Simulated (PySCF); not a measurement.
# CoH₃O₃−: ligand-field states

Wanted: ligand-field states for CoH₃O₃−.

Programs: PySCF 2.14.0, with routines of our own; each step states its level. All values are computed. Atoms count from 0.

## (1) The starting structure

7 atoms, charge -1, states of the metal's open shell are computed; geometry from: model geometry, bond lengths from ionic radii.

## (2) Ligand-field states: state-averaged CASSCF in water

The job: settings as JSON, then the geometry in Å.

```
{"job": {"kind": "lf", "basis": {"metal": "x2c-TZVPall", "ligand": "x2c-SVPall"}, "nevpt": true, "solvent": "water"}, "charge": -1, "metal": "Co", "open_shell": "d7"}
Co     0.000000     0.000000     0.000000
O      1.895000     0.000000     0.000000
H      2.435000     0.800000     0.000000
O     -0.947500     1.641118     0.000000
H     -1.910320     1.708772     0.000000
O     -0.947500    -1.641118     0.000000
H     -0.524680    -2.508772     0.000000
```

With the program's defaults for keys left out, this is: state-averaged CASSCF of the metal d shell, SC-NEVPT2 on the averaged canonical orbitals, state-interaction spin-orbit coupling.

On the command line:

```
> OMP_NUM_THREADS=1 python lf_run.py task.json out
```

This one command runs all jobs of the session in turn.

Log:

```text
basis functions 105, electrons 55, active (7e, 5o)
stage 1: DIIS on the effective Fock matrix, level shift 0.30
cycle   1  E = -1611.4946428570  dE = -1.611e+03  max|g| = 3.898e+00
cycle   2  E = -1615.7234633968  dE = -4.229e+00  max|g| = 2.349e+00
cycle   3  E = -1616.4273382905  dE = -7.039e-01  max|g| = 2.563e+00
cycle   4  E = -1617.9577564935  dE = -1.530e+00  max|g| = 3.506e-01
cycle   5  E = -1618.1975744687  dE = -2.398e-01  max|g| = 2.269e-01
cycle   6  E = -1618.2293427277  dE = -3.177e-02  max|g| = 1.609e-01
cycle   7  E = -1618.2188588200  dE =  1.048e-02  max|g| = 1.354e-01
cycle   8  E = -1618.1445931948  dE =  7.427e-02  max|g| = 2.471e-01
cycle   9  E = -1618.0123961583  dE =  1.322e-01  max|g| = 3.589e-01
cycle  10  E = -1617.9277324678  dE =  8.466e-02  max|g| = 4.149e-01
cycle  11  E = -1617.9066030492  dE =  2.113e-02  max|g| = 4.186e-01
cycle  12  E = -1617.9214325801  dE = -1.483e-02  max|g| = 3.737e-01
cycle  13  E = -1618.0365191236  dE = -1.151e-01  max|g| = 3.470e-01
cycle  14  E = -1618.1800719672  dE = -1.436e-01  max|g| = 1.878e-01
cycle  15  E = -1618.1894108917  dE = -9.339e-03  max|g| = 1.766e-01
stage 2: quasi-Newton rotations from the point of smallest gradient
cycle  17  E = -1618.2466205398  dE = -2.776e-02  max|g| = 1.210e-01
cycle  18  E = -1618.2529213183  dE = -6.301e-03  max|g| = 8.317e-02
cycle  19  E = -1618.2563354036  dE = -3.414e-03  max|g| = 8.413e-03
cycle  20  E = -1618.2563969067  dE = -6.150e-05  max|g| = 1.729e-03
cycle  21  E = -1618.2564035834  dE = -6.677e-06  max|g| = 1.012e-03
cycle  22  E = -1618.2564042859  dE = -7.025e-07  max|g| = 2.046e-04
cycle  23  E = -1618.2564043472  dE = -6.125e-08  max|g| = 3.877e-05
cycle  24  E = -1618.2564043501  dE = -2.967e-09  max|g| = 1.320e-05
cycle  25  E = -1618.2564043504  dE = -2.876e-10  max|g| = 3.898e-06
converged average energy = -1618.2564043504

 mult deg   label        CASSCF/cm-1   NEVPT2/cm-1
   4   2   4E''                0.0           0.0
   4   1   4A'              -236.1         363.5
   4   2   4E'              2255.8        2581.8
   4   1   4A''             4469.4        5872.0
   4   1   4A''             4578.0        5940.0
   4   2   4E''            17981.3       15792.9
   2   2   2E'             17795.4       16881.5
   2   1   2A''            18240.3       17067.4
   2   1   2A''            18482.7       17235.8
   2   2   2E''            19658.7       17323.0
   2   2   2E'             19381.3       18060.7
   2   2   2E''            22803.9       19020.9
   2   2   2E''            20361.2       19154.6
   2   1   2A'             20704.9       19925.6
   2   1   2A'             23641.6       20074.8
   2   2   2E'             24400.8       23017.3
   2   1   2A'             26411.4       23802.3
   2   2   2E'             27477.0       25235.4
   4   1   4A'             26713.4       25946.3
   2   1   2A''            26761.1       26126.8
   2   1   2A''            26992.8       26309.4
   2   1   2A'             28833.0       27569.5
   2   2   2E''            28728.1       27828.6
   2   2   2E''            30166.5       27926.2
   2   2   2E'             29423.2       28206.2
   2   1   2A''            42013.9       37591.6
   2   1   2A''            42430.9       37927.9
   2   2   2E'             44647.8       40551.4
   2   2   2E''            46313.8       42500.1
   2   1   2A'             46951.4       43529.6
   2   2   2E'             64347.5       56130.6
   2   2   2E''            70950.3       63816.2
   2   1   2A'             73392.0       66069.7

spin-orbit levels / cm-1
      0.00  x2  4E'' 0.59 4A' 0.41
     64.73  x2  4E'' 0.73 4A' 0.25
    208.35  x2  4E'' 0.97
    700.32  x2  4E'' 0.97
   1182.22  x2  4A' 0.75 4E'' 0.24
   1524.65  x2  4A' 0.57 4E'' 0.42
   2568.51  x2  4E' 0.99
   2976.78  x2  4E' 0.96
   3343.25  x2  4E' 0.96 4E'' 0.03
   3678.49  x2  4E' 0.98
   5651.49  x2  4A'' 0.52 4A'' 0.48
   6221.08  x2  4A'' 0.56 4A'' 0.43
   6745.31  x2  4A'' 0.56 4A'' 0.43
   7221.67  x2  4A'' 0.52 4A'' 0.47
  16077.23  x2  4E'' 1.00
  16160.19  x2  4E'' 0.97
  16286.93  x2  4E'' 0.96
  16481.11  x2  4E'' 0.98
  16865.56  x2  2E' 0.72 2E'' 0.28
  17131.44  x2  2E' 0.54 2A'' 0.34 2A'' 0.11
  17522.58  x2  2A'' 0.50 2A'' 0.34 2E' 0.13
  17628.60  x2  2E'' 1.00
  18130.58  x2  2E' 0.43 2A'' 0.29 2A'' 0.26
  18360.92  x2  2E' 0.90 2E'' 0.09
  18619.21  x2  2E'' 0.71 2E' 0.27
  18906.44  x2  2E' 0.86 2A'' 0.09 2A'' 0.05
  19033.16  x2  2E'' 0.85 2E'' 0.09
  19420.15  x2  2E'' 0.73 2E'' 0.13 2A' 0.12
  19925.03  x2  2E'' 0.81 2E'' 0.10 2E' 0.08
  20144.16  x2  2E'' 0.74 2E'' 0.09 2A' 0.09
```

It took 5 s on 1 thread of Arm Neoverse V2, shared host; peak memory 0.29 GiB.

From this job:

| quantity | value |
| --- | --- |
| spin-orbit constant ζ | 506 cm⁻¹ |

Powder susceptibility:

| T (K) | χT (cm³ K/mol) | μ(eff) |
| --- | --- | --- |
| 2 | 2.636 | 4.59 |
| 5 | 2.784 | 4.72 |
| 10 | 3.030 | 4.92 |
| 20 | 3.488 | 5.28 |
| 30 | 3.824 | 5.53 |
| 50 | 4.174 | 5.78 |
| 75 | 4.351 | 5.90 |
| 100 | 4.428 | 5.95 |
| 150 | 4.478 | 5.98 |
| 200 | 4.482 | 5.99 |
| 250 | 4.470 | 5.98 |
| 300 | 4.449 | 5.96 |

Orbitals, density, ELF and potential are computed afterwards from the orbital file.

The spin density lies nearest to Co0 96 %.

## (3) Ligand-field states: state-averaged CASSCF (pyramidal angle at 95°) in water

The job: settings as JSON, then the geometry in Å.

```
{"job": {"kind": "lf", "basis": {"metal": "x2c-TZVPall", "ligand": "x2c-SVPall"}, "nevpt": true, "solvent": "water", "reuse": true}, "charge": -1, "metal": "Co", "open_shell": "d7"}
Co     0.000000     0.000000     0.000000
O      1.887789     0.000000    -0.165160
H      2.425734     0.800000    -0.212224
O     -0.943894     1.634873    -0.165160
H     -1.905687     1.700747    -0.212224
O     -0.943894    -1.634873    -0.165160
H     -0.520047    -2.500747    -0.212224
```

Level: state-averaged CASSCF of the metal d shell, SC-NEVPT2 on the averaged canonical orbitals, state-interaction spin-orbit coupling.

Log:

```text
basis functions 105, electrons 55, active (7e, 5o)
start from the orbitals of the previous structure
stage 1: DIIS on the effective Fock matrix, level shift 0.30
cycle   1  E = -1617.8642897804  dE = -1.618e+03  max|g| = 7.207e-01
cycle   2  E = -1618.2150166792  dE = -3.507e-01  max|g| = 1.824e-01
cycle   3  E = -1618.2456435911  dE = -3.063e-02  max|g| = 7.261e-02
cycle   4  E = -1618.2336113708  dE =  1.203e-02  max|g| = 8.979e-02
cycle   5  E = -1618.2318944723  dE =  1.717e-03  max|g| = 9.386e-02
cycle   6  E = -1618.2380909565  dE = -6.196e-03  max|g| = 7.822e-02
cycle   7  E = -1618.2427435697  dE = -4.653e-03  max|g| = 6.881e-02
cycle   8  E = -1618.2451628844  dE = -2.419e-03  max|g| = 5.635e-02
cycle   9  E = -1618.2451126258  dE =  5.026e-05  max|g| = 6.759e-02
cycle  10  E = -1618.2420917674  dE =  3.021e-03  max|g| = 8.068e-02
cycle  11  E = -1618.2338648284  dE =  8.227e-03  max|g| = 9.452e-02
cycle  12  E = -1618.2125665748  dE =  2.130e-02  max|g| = 1.194e-01
cycle  13  E = -1618.1712895820  dE =  4.128e-02  max|g| = 1.520e-01
cycle  14  E = -1618.0672918946  dE =  1.040e-01  max|g| = 2.459e-01
cycle  15  E = -1617.8351177712  dE =  2.322e-01  max|g| = 3.826e-01
stage 2: quasi-Newton rotations from the point of smallest gradient
cycle  17  E = -1618.2548106309  dE = -9.648e-03  max|g| = 1.349e-02
cycle  18  E = -1618.2550505125  dE = -2.399e-04  max|g| = 1.865e-02
cycle  19  E = -1618.2551792266  dE = -1.287e-04  max|g| = 2.185e-03
cycle  20  E = -1618.2551846749  dE = -5.448e-06  max|g| = 5.726e-04
cycle  21  E = -1618.2551852906  dE = -6.157e-07  max|g| = 1.712e-04
cycle  22  E = -1618.2551853680  dE = -7.746e-08  max|g| = 7.706e-05
cycle  23  E = -1618.2551853734  dE = -5.385e-09  max|g| = 2.484e-05
cycle  24  E = -1618.2551853741  dE = -6.746e-10  max|g| = 3.743e-06
converged average energy = -1618.2551853741

 mult deg   label        CASSCF/cm-1   NEVPT2/cm-1
   4   2   4E                  0.0           0.0
   4   1   4A               -291.5         275.7
   4   2   4E               2278.6        2650.5
   4   1   4A               4540.2        5897.5
   4   1   4A               4586.9        6017.3
   4   2   4E              18010.8       15817.7
   2   2   2E              18711.2       16770.0
   2   2   2E              17793.0       16842.0
   2   1   2A              18262.2       17096.3
   2   1   2A              18486.8       17249.8
   2   2   2E              20278.7       18345.5
   2   2   2E              22710.8       19288.9
   2   2   2E              20364.1       19316.0
   2   1   2A              20730.6       19971.6
   2   1   2A              23587.8       20073.1
   2   2   2E              24739.7       23164.1
   2   1   2A              26165.2       24001.5
   2   2   2E              27474.2       25351.8
   4   1   4A              26549.3       25759.5
   2   1   2A              26822.8       26053.3
   2   1   2A              27243.9       26127.7
   2   1   2A              28869.2       27732.1
   2   2   2E              28744.3       27866.9
   2   2   2E              29346.7       27957.6
   2   2   2E              30196.8       28073.8
   2   1   2A              42034.0       37607.8
   2   1   2A              42432.9       37913.9
   2   2   2E              44614.5       40514.6
   2   2   2E              46208.7       42370.9
   2   1   2A              46851.8       43398.9
   2   2   2E              64362.6       56136.8
   2   2   2E              70872.1       63718.0
   2   1   2A              73252.1       65922.1

spin-orbit levels / cm-1
      0.00  x2  4E 0.56 4A 0.43
     86.36  x2  4E 0.70 4A 0.28
    260.77  x2  4E 0.97
    709.77  x2  4E 0.97
   1144.29  x2  4A 0.71 4E 0.27
   1485.11  x2  4A 0.54 4E 0.44
   2706.27  x2  4E 0.98
   3085.50  x2  4E 0.96
   3436.70  x2  4E 0.96 4E 0.03
   3762.86  x2  4E 0.98
   5751.38  x2  4A 0.53 4A 0.46
   6307.36  x2  4A 0.61 4A 0.38
   6832.36  x2  4A 0.61 4A 0.38
   7297.61  x2  4A 0.53 4A 0.46
  16134.87  x2  4E 1.00
  16225.44  x2  4E 0.97
  16350.70  x2  4E 0.96
  16541.12  x2  4E 0.98
  16802.54  x2  2E 0.56 2E 0.41
  17109.17  x2  2E 0.46 2A 0.34 2E 0.18
  17184.76  x2  2E 0.39 2A 0.29 2E 0.26
  17591.57  x2  2E 0.53 2E 0.32 2E 0.13
  17876.35  x2  2A 0.39 2A 0.27 2E 0.23
  18149.69  x2  2E 0.40 2A 0.39 2A 0.20
  18917.01  x2  2E 0.89 2A 0.04
  19121.99  x2  2E 0.56 2E 0.22 2E 0.10
  19449.88  x2  2E 0.69 2E 0.20 2E 0.05
  19637.86  x2  2E 0.80 2A 0.15
  20135.65  x2  2E 0.83 2E 0.09 2E 0.07
  20391.30  x2  2E 0.80 2A 0.12 2A 0.04
```

Run time: 3.4 s. Hardware: 1 thread of Arm Neoverse V2, shared host; peak memory 0.3 GiB.

Key values:

| quantity | value |
| --- | --- |
| spin-orbit constant ζ | 506 cm⁻¹ |

Powder susceptibility:

| T (K) | χT (cm³ K/mol) | μ(eff) |
| --- | --- | --- |
| 2 | 2.610 | 4.57 |
| 20 | 3.268 | 5.11 |
| 100 | 4.365 | 5.91 |
| 300 | 4.457 | 5.97 |

## (4) Ligand-field states: state-averaged CASSCF (pyramidal angle at 100°) in water

The job: settings as JSON, then the geometry in Å.

```
{"job": {"kind": "lf", "basis": {"metal": "x2c-TZVPall", "ligand": "x2c-SVPall"}, "nevpt": true, "solvent": "water", "reuse": true}, "charge": -1, "metal": "Co", "open_shell": "d7"}
Co     0.000000     0.000000     0.000000
O      1.866211     0.000000    -0.329063
H      2.398007     0.800000    -0.422833
O     -0.933105     1.616186    -0.329063
H     -1.891824     1.676735    -0.422833
O     -0.933105    -1.616186    -0.329063
H     -0.506183    -2.476735    -0.422833
```

With the program's defaults for keys left out, this is: state-averaged CASSCF of the metal d shell, SC-NEVPT2 on the averaged canonical orbitals, state-interaction spin-orbit coupling.

Log:

```text
basis functions 105, electrons 55, active (7e, 5o)
start from the orbitals of the previous structure
stage 1: DIIS on the effective Fock matrix, level shift 0.30
cycle   1  E = -1617.8624688858  dE = -1.618e+03  max|g| = 7.169e-01
cycle   2  E = -1618.2114330394  dE = -3.490e-01  max|g| = 1.637e-01
cycle   3  E = -1618.2419122543  dE = -3.048e-02  max|g| = 7.098e-02
cycle   4  E = -1618.2295697024  dE =  1.234e-02  max|g| = 8.016e-02
cycle   5  E = -1618.2278009559  dE =  1.769e-03  max|g| = 6.458e-02
cycle   6  E = -1618.2341082838  dE = -6.307e-03  max|g| = 6.845e-02
cycle   7  E = -1618.2391186313  dE = -5.010e-03  max|g| = 6.355e-02
cycle   8  E = -1618.2409426912  dE = -1.824e-03  max|g| = 5.333e-02
cycle   9  E = -1618.2420998628  dE = -1.157e-03  max|g| = 5.512e-02
cycle  10  E = -1618.2423404078  dE = -2.405e-04  max|g| = 5.277e-02
cycle  11  E = -1618.2415944969  dE =  7.459e-04  max|g| = 5.031e-02
cycle  12  E = -1618.2383865029  dE =  3.208e-03  max|g| = 5.291e-02
cycle  13  E = -1618.2311722773  dE =  7.214e-03  max|g| = 7.597e-02
cycle  14  E = -1618.2059584066  dE =  2.521e-02  max|g| = 9.315e-02
cycle  15  E = -1618.1618895866  dE =  4.407e-02  max|g| = 1.646e-01
stage 2: quasi-Newton rotations from the point of smallest gradient
cycle  17  E = -1618.2503628964  dE = -8.768e-03  max|g| = 4.666e-02
cycle  18  E = -1618.2510187609  dE = -6.559e-04  max|g| = 3.899e-02
cycle  19  E = -1618.2516059879  dE = -5.872e-04  max|g| = 1.294e-03
cycle  20  E = -1618.2516109530  dE = -4.965e-06  max|g| = 6.289e-04
cycle  21  E = -1618.2516117695  dE = -8.165e-07  max|g| = 3.713e-04
cycle  22  E = -1618.2516118811  dE = -1.116e-07  max|g| = 4.968e-05
cycle  23  E = -1618.2516118896  dE = -8.488e-09  max|g| = 1.244e-05
cycle  24  E = -1618.2516118901  dE = -5.728e-10  max|g| = 3.294e-06
converged average energy = -1618.2516118901

 mult deg   label        CASSCF/cm-1   NEVPT2/cm-1
   4   2   4E                  0.0           0.0
   4   1   4A               -431.6          47.1
   4   2   4E               2351.2        2843.2
   4   1   4A               4437.3        5766.2
   4   1   4A               4915.6        6429.8
   4   2   4E              18105.2       15900.6
   2   2   2E              18034.6       16143.0
   2   2   2E              17729.6       16365.4
   2   1   2A              18325.0       17174.2
   2   1   2A              18498.9       17281.6
   2   2   2E              20925.1       18832.7
   2   2   2E              20250.2       19225.9
   2   1   2A              23469.1       20059.1
   2   1   2A              20804.8       20104.2
   2   2   2E              22769.9       20123.1
   2   2   2E              25458.1       23762.1
   2   1   2A              25774.9       23833.6
   4   1   4A              26073.7       25200.7
   2   2   2E              27461.2       25667.8
   2   1   2A              26942.0       25857.0
   2   1   2A              27664.3       26351.9
   2   2   2E              29186.3       27423.3
   2   2   2E              28784.3       28010.0
   2   1   2A              29002.9       28197.2
   2   2   2E              30255.7       28324.3
   2   1   2A              42097.7       37659.4
   2   1   2A              42445.5       37879.4
   2   2   2E              44522.2       40404.5
   2   2   2E              45914.1       42002.2
   2   1   2A              46571.7       43022.7
   2   2   2E              64423.7       56168.4
   2   2   2E              70648.2       63430.9
   2   1   2A              72845.6       65486.6

spin-orbit levels / cm-1
      0.00  x2  4E 0.50 4A 0.50
    136.91  x2  4E 0.59 4A 0.40
    411.46  x2  4E 0.96 4E 0.03
    745.71  x2  4E 0.97
   1071.62  x2  4A 0.60 4E 0.38
   1401.66  x2  4E 0.50 4A 0.48
   3082.59  x2  4E 0.97
   3392.13  x2  4E 0.96
   3700.73  x2  4E 0.96
   3998.20  x2  4E 0.97
   5960.37  x2  4A 0.70 4A 0.30
   6398.02  x2  4A 0.89 4A 0.10
   7223.32  x2  4A 0.89 4A 0.10
   7574.87  x2  4A 0.70 4A 0.29
  16304.75  x2  2E 0.41 2E 0.32 4E 0.25
  16314.32  x2  4E 0.99
  16452.89  x2  4E 0.72 2E 0.16 2E 0.10
  16514.78  x2  4E 0.85 2E 0.12
  16675.44  x2  4E 0.50 2E 0.42 2A 0.05
  16761.15  x2  4E 0.60 2E 0.35 2A 0.04
  17009.52  x2  2E 0.80 2A 0.14 2A 0.03
  17248.35  x2  2E 0.47 2E 0.45 2E 0.05
  17964.22  x2  2A 0.74 2A 0.13 2E 0.09
  18101.57  x2  2A 0.70 2E 0.18 2A 0.09
  19469.45  x2  2E 0.88 2E 0.05
  19525.37  x2  2E 0.63 2E 0.28 2E 0.04
  19718.55  x2  2E 0.83 2A 0.12 2E 0.05
  19987.59  x2  2E 0.52 2E 0.26 2E 0.20
  20630.29  x2  2E 0.69 2E 0.18 2E 0.11
  20666.87  x2  2A 0.55 2A 0.35 2E 0.06
```

Run time: 3.3 s. Hardware: 1 thread of Arm Neoverse V2, shared host; peak memory 0.3 GiB.

Key values:

| quantity | value |
| --- | --- |
| spin-orbit constant ζ | 507 cm⁻¹ |

Powder susceptibility:

| T (K) | χT (cm³ K/mol) | μ(eff) |
| --- | --- | --- |
| 2 | 2.567 | 4.53 |
| 20 | 2.982 | 4.88 |
| 100 | 4.125 | 5.74 |
| 300 | 4.420 | 5.95 |

## (5) Ligand-field states: state-averaged CASSCF (pyramidal angle at 105°) in water

The job: settings as JSON, then the geometry in Å.

```
{"job": {"kind": "lf", "basis": {"metal": "x2c-TZVPall", "ligand": "x2c-SVPall"}, "nevpt": true, "solvent": "water", "reuse": true}, "charge": -1, "metal": "Co", "open_shell": "d7"}
Co     0.000000     0.000000     0.000000
O      1.830429     0.000000    -0.490462
H      2.352029     0.800000    -0.630224
O     -0.915215     1.585198    -0.490462
H     -1.868835     1.636917    -0.630224
O     -0.915215    -1.585198    -0.490462
H     -0.483194    -2.436917    -0.630224
```

Method: state-averaged CASSCF of the metal d shell, SC-NEVPT2 on the averaged canonical orbitals, state-interaction spin-orbit coupling.

Log:

```text
basis functions 105, electrons 55, active (7e, 5o)
start from the orbitals of the previous structure
stage 1: DIIS on the effective Fock matrix, level shift 0.30
cycle   1  E = -1617.8530053345  dE = -1.618e+03  max|g| = 7.072e-01
cycle   2  E = -1618.2052748138  dE = -3.523e-01  max|g| = 1.722e-01
cycle   3  E = -1618.2357390713  dE = -3.046e-02  max|g| = 6.783e-02
cycle   4  E = -1618.2231642863  dE =  1.257e-02  max|g| = 6.561e-02
cycle   5  E = -1618.2215099824  dE =  1.654e-03  max|g| = 6.542e-02
cycle   6  E = -1618.2279450853  dE = -6.435e-03  max|g| = 5.948e-02
cycle   7  E = -1618.2333262478  dE = -5.381e-03  max|g| = 4.037e-02
cycle   8  E = -1618.2342071771  dE = -8.809e-04  max|g| = 4.776e-02
cycle   9  E = -1618.2355271005  dE = -1.320e-03  max|g| = 4.318e-02
cycle  10  E = -1618.2356495437  dE = -1.224e-04  max|g| = 5.086e-02
cycle  11  E = -1618.2356515748  dE = -2.031e-06  max|g| = 5.561e-02
cycle  12  E = -1618.2350469181  dE =  6.047e-04  max|g| = 5.926e-02
cycle  13  E = -1618.2366239501  dE = -1.577e-03  max|g| = 6.064e-02
cycle  14  E = -1618.2370480921  dE = -4.241e-04  max|g| = 5.558e-02
cycle  15  E = -1618.2380999028  dE = -1.052e-03  max|g| = 5.423e-02
stage 2: quasi-Newton rotations from the point of smallest gradient
cycle  17  E = -1618.2451971565  dE = -1.187e-02  max|g| = 1.330e-02
cycle  18  E = -1618.2454932867  dE = -2.961e-04  max|g| = 1.698e-02
cycle  19  E = -1618.2456235898  dE = -1.303e-04  max|g| = 2.437e-03
cycle  20  E = -1618.2456323722  dE = -8.782e-06  max|g| = 6.455e-04
cycle  21  E = -1618.2456331560  dE = -7.838e-07  max|g| = 2.302e-04
cycle  22  E = -1618.2456332816  dE = -1.255e-07  max|g| = 1.021e-04
cycle  23  E = -1618.2456332938  dE = -1.221e-08  max|g| = 1.759e-05
cycle  24  E = -1618.2456332946  dE = -8.026e-10  max|g| = 6.101e-06
converged average energy = -1618.2456332946

 mult deg   label        CASSCF/cm-1   NEVPT2/cm-1
   4   1   4A                  0.0           0.0
   4   2   4E                598.4         244.5
   4   2   4E               3081.2        3379.9
   4   1   4A               4888.3        5820.0
   4   1   4A               6010.2        7285.5
   2   2   2E              17824.3       15118.7
   4   2   4E              18878.4       16306.2
   2   2   2E              18518.0       16931.2
   2   1   2A              19016.9       17521.5
   2   1   2A              19117.8       17553.6
   2   2   2E              20579.8       19071.9
   2   2   2E              22112.9       19429.8
   2   1   2A              23966.1       20293.2
   2   1   2A              21519.4       20554.7
   2   2   2E              23759.8       21550.6
   2   1   2A              26014.7       23798.4
   4   1   4A              25937.5       24569.1
   2   2   2E              26845.1       24824.2
   2   1   2A              27602.6       25881.6
   2   2   2E              28012.8       26290.5
   2   1   2A              28720.7       27006.4
   2   2   2E              29702.0       27316.4
   2   2   2E              29414.5       28383.4
   2   2   2E              30913.0       28788.5
   2   1   2A              29869.5       29081.5
   2   1   2A              42814.5       38003.5
   2   1   2A              43086.8       38094.8
   2   2   2E              44992.3       40484.8
   2   2   2E              46089.6       41703.2
   2   1   2A              46767.6       42713.9
   2   2   2E              65173.8       56531.0
   2   2   2E              70912.5       63237.3
   2   1   2A              72814.9       65048.9

spin-orbit levels / cm-1
      0.00  x2  4A 0.59 4E 0.41
    177.45  x2  4A 0.58 4E 0.41
    632.11  x2  4E 0.96 4E 0.03
    817.69  x2  4E 0.99
   1048.40  x2  4E 0.57 4A 0.41
   1336.60  x2  4E 0.58 4A 0.40
   3627.05  x2  4E 0.97
   3852.27  x2  4E 0.96
   4099.64  x2  4E 0.96
   4350.48  x2  4E 0.97
   6125.92  x2  4A 0.85 4A 0.14
   6402.04  x2  4A 0.96
   7937.61  x2  4A 0.96
   8134.17  x2  4A 0.85 4A 0.14
  15456.05  x2  2E 0.93 2E 0.06
  15735.35  x2  2E 0.96
  16621.90  x2  4E 1.00
  16735.91  x2  4E 0.97
  16839.43  x2  4E 0.95
  17028.19  x2  4E 0.97
  17346.38  x2  2E 0.69 2A 0.21 2A 0.06
  17480.23  x2  2E 0.88 2E 0.06 2E 0.04
  18181.25  x2  2A 0.85 2A 0.10
  18295.32  x2  2A 0.65 2E 0.28 2A 0.05
  19551.68  x2  2E 0.93 2A 0.04
  19570.57  x2  2E 0.82 2E 0.14
  20058.75  x2  2E 0.92
  20123.25  x2  2E 0.78 2E 0.14 2E 0.05
  20892.59  x2  2A 0.74 2A 0.18
  21271.00  x2  2A 0.73 2A 0.17 2E 0.04
```

Wall time 3.3 s (1 thread of Arm Neoverse V2, shared host); peak memory 0.3 GiB.

Warnings kept with the result: spin Hamiltonian not valid, low-lying orbital states.

From this job:

| quantity | value |
| --- | --- |
| spin-orbit constant ζ | 508 cm⁻¹ |

Powder susceptibility:

| T (K) | χT (cm³ K/mol) | μ(eff) |
| --- | --- | --- |
| 2 | 2.456 | 4.43 |
| 20 | 2.759 | 4.70 |
| 100 | 3.778 | 5.50 |
| 300 | 4.227 | 5.81 |

(Part 1 of 2 ends here.)
